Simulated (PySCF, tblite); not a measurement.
**C₄H₉BF₃P: geometry, infrared bands and NMR shifts**

Aim: predict the infrared bands and NMR shifts of C₄H₉BF₃P (`[BH3-][P+](C)(C)C(F)=C(F)F`).

Computed with tblite 0.8.0 and PySCF 2.14.0, with density-fitted response routines of our own, on a single molecule in the gas phase. Atoms are numbered from 0 throughout.

## 1. The molecule as given

18 atoms, charge 0, multiplicity 1; geometry from: force field or distance geometry start.

Bonds of the start (Å): B0–P1 1.89, P1–C2 1.83, P1–C3 1.81, P1–C4 1.80, C4–F5 1.37, C4–C6 1.33, C6–F7 1.36, C6–F8 1.36, B0–H9 1.20, B0–H10 1.19, B0–H11 1.18, C2–H12 1.12, C2–H13 1.11, C2–H14 1.11, C3–H15 1.09, C3–H16 1.11, C3–H17 1.12.

## 2. Relaxing the molecule with GFN2-xTB

The job: settings as JSON, then the geometry in Å.

```
{"job": {"kind": "relax", "xc": "GFN2-xTB", "basis": "xTB"}, "charge": 0, "multiplicity": 1}
B     -0.774900     1.693700     0.269600
P     -0.245600    -0.070500    -0.143500
C     -0.654700    -1.178200     1.250800
C     -1.127600    -0.625000    -1.624800
C      1.528700    -0.128500    -0.437600
F      1.966300    -0.551400    -1.661100
C      2.417900     0.243200     0.482300
F      3.753000     0.190400     0.215800
F      2.020400     0.669400     1.711700
H     -1.972400     1.777400     0.185300
H     -0.454700     1.970800     1.378700
H     -0.277800     2.448900    -0.494600
H     -1.767200    -1.164000     1.414300
H     -0.330400    -2.208200     1.009100
H     -0.162400    -0.820000     2.174300
H     -0.885600     0.036400    -2.455700
H     -2.218700    -0.602100    -1.424300
H     -0.822900    -1.675900    -1.861800
```

Started as:

```bash
$ OMP_NUM_THREADS=1 python probes_run.py task.json out
```

This one command runs all jobs of the session in turn.

**Question.** This job is followed by: GFN2-xTB harmonic vibrations, gas phase; GIAO PBE0/pcSseg-1 NMR shielding, non-relativistic, gas phase. What will the session give for the following? strongest single infrared mode (GFN2-xTB); zero-point energy (GFN2-xTB); 13C shifts against TMS (PBE0/pcSseg-1, means over atoms taken as alike); 1H shifts against TMS (PBE0/pcSseg-1, means over atoms taken as alike); 11B shifts against BF3·OEt2 (PBE0/pcSseg-1); 31P shifts against H3PO4 (PBE0/pcSseg-1); 19F shifts against CFCl3 (PBE0/pcSseg-1).

As calculated:

| quantity | value |
| --- | --- |
| strongest single infrared mode (GFN2-xTB) | 1200 cm⁻¹, 223 km/mol |
| zero-point energy (GFN2-xTB) | 76.7 kcal/mol |
| 13C shifts against TMS (PBE0/pcSseg-1, means over atoms taken as alike) | 171.0, 137.1, 14.2 ppm |
| 1H shifts against TMS (PBE0/pcSseg-1, means over atoms taken as alike) | 1.56, 0.84 ppm |
| 11B shifts against BF3·OEt2 (PBE0/pcSseg-1) | -48.0 ppm |
| 31P shifts against H3PO4 (PBE0/pcSseg-1) | -3.3 ppm |
| 19F shifts against CFCl3 (PBE0/pcSseg-1) | -81.8, -111.5, -206.3 ppm |

**Reading.** Over 92 steps the energy fell by 0.551 eV; of the close pairs, C6–F7 changed most, 1.362 to 1.323 Å. No mode is imaginary among the 48: a minimum at this level. Unscaled tight-binding wavenumbers are off by several per cent, some by more. Its intensities can rank the bands wrongly. At PBE0/pcSseg-1: Shielding is most anisotropic at F5 (span 145 ppm, paramagnetic term -95 ppm).
